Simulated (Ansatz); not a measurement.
# F₃H₃O₃Si₂: up Jacob's ladder to CCSD(T)

The task here is to estimate one member of a computed series from the others.

Computed with Ansatz 0.2.0, Gaussian basis. Level: functionals in def2-TZVPP, the program's frozen cores in correlated methods.

Levels to be run: LDA (SPW92), PBE-D4, revPBE-D4, BLYP-D4, r2SCAN-D4, B97M-V, PBE0-D4, B3LYP-D4, r2SCANh-D4, r2SCAN0-D4, HSE06-D4, BHLYP-D4, CAM-B3LYP-D4, LC-ωPBE, ωB97X-V, ωB97M-V, B2PLYP, PBE-QIDH; CCSD(T)/def2-SVP; CCSD(T)/def2-TZVPP; MP2/def2-QZVPP; extrapolation to the limit; RPA on PBE.

## The relaxed structure

All runs share one geometry, relaxed beforehand with PBE0-D4 in a triple-zeta def2 set.

SMILES `O[SiH](O)O[Si](F)(F)F`, 11 atoms, charge 0, spin multiplicity 1.

Atoms are counted from 1 here; the program's logs count them from 0.

Bond lengths: O1–Si2 1.626 Å, O1–H9 0.959 Å, Si2–O3 1.632 Å, Si2–O4 1.636 Å, Si2–H10 1.469 Å, O3–H11 0.958 Å, O4–Si5 1.591 Å, Si5–F6 1.569 Å, Si5–F7 1.569 Å, Si5–F8 1.571 Å. Angles: Si2–O1–H9 119.3°, O1–Si2–O3 113.7°, O1–Si2–O4 110.9°, O1–Si2–H10 105.5°, O3–Si2–O4 103.7°, O3–Si2–H10 113.4°, O4–Si2–H10 109.7°, Si2–O3–H11 119.0°, Si2–O4–Si5 147.1°, O4–Si5–F6 109.4°, O4–Si5–F7 112.0°, O4–Si5–F8 111.4°, F6–Si5–F7 108.0°, F6–Si5–F8 107.8°, F7–Si5–F8 108.1°.

The first run:

in.yaml reads:

```yaml
crystal:
  periodic: [false, false, false]
  atoms:
    - {symbol: O, position_ang: [0.026391, -1.204443, 2.062658]}
    - {symbol: Si, position_ang: [0.770100, -0.428346, 0.843162]}
    - {symbol: O, position_ang: [1.116369, -1.386865, -0.432018]}
    - {symbol: O, position_ang: [-0.200770, 0.724647, 0.207977]}
    - {symbol: Si, position_ang: [-0.919610, 1.299377, -1.090137]}
    - {symbol: F, position_ang: [-1.674393, 2.625024, -0.725033]}
    - {symbol: F, position_ang: [0.104263, 1.624578, -2.233806]}
    - {symbol: F, position_ang: [-1.977122, 0.284300, -1.655184]}
    - {symbol: H, position_ang: [-0.812530, -1.639272, 1.900317]}
    - {symbol: H, position_ang: [1.957512, 0.197029, 1.441236]}
    - {symbol: H, position_ang: [1.675388, -2.153030, -0.298573]}
basis:
  gaussian: {orbitals: def2-TZVPP}
hamiltonian: {xc: lda}
output: {orbitals: {seedname: orbitals}}
```

Among the steps run: LDA; PBE-D4 (GGA); revPBE-D4 (GGA); BLYP-D4 (GGA); r2SCAN-D4 (meta-GGA); B97M-V (meta-GGA); PBE0-D4 (hybrid); B3LYP-D4 (hybrid); r2SCANh-D4 (hybrid); r2SCAN0-D4 (hybrid); HSE06-D4 (hybrid); BHLYP-D4 (hybrid); CAM-B3LYP-D4 (range-separated); LC-ωPBE (range-separated); ωB97X-V (range-separated); ωB97M-V (range-separated); B2PLYP (double hybrid); PBE-QIDH (double hybrid).

One of the session's tables, all rows but one given; the rest of the session is left out.

It belongs to the step «Frontier levels by functional». 

```
  functional  HOMO (eV)  LUMO (eV)  gap (eV)
 LDA (SPW92)          ?          ?         ?
      PBE-D4      -7.94      -0.55      7.39
   revPBE-D4      -7.86      -0.45      7.41
     BLYP-D4      -7.84      -0.59      7.25
   r2SCAN-D4      -8.35       0.11      8.46
      B97M-V      -8.45      -0.30      8.15
     PBE0-D4      -9.71       0.34     10.04
    B3LYP-D4      -9.43      -0.05      9.38
  r2SCANh-D4      -9.01       0.38      9.39
  r2SCAN0-D4     -10.00       0.77     10.77
    HSE06-D4      -9.29      -0.03      9.26
    BHLYP-D4     -11.36       0.96     12.32
CAM-B3LYP-D4     -11.23       1.09     12.32
     LC-ωPBE     -12.61       2.46     15.07
     ωB97X-V     -12.25       2.25     14.49
     ωB97M-V     -12.16       1.78     13.94
```

Q: Estimate the row for LDA (SPW92) from the others.

As computed: HOMO (eV): -8.16; LUMO (eV): -0.75; gap (eV): 7.42. In the column «HOMO (eV)» it lies between r2SCAN-D4 (-8.35) and PBE-D4 (-7.94).
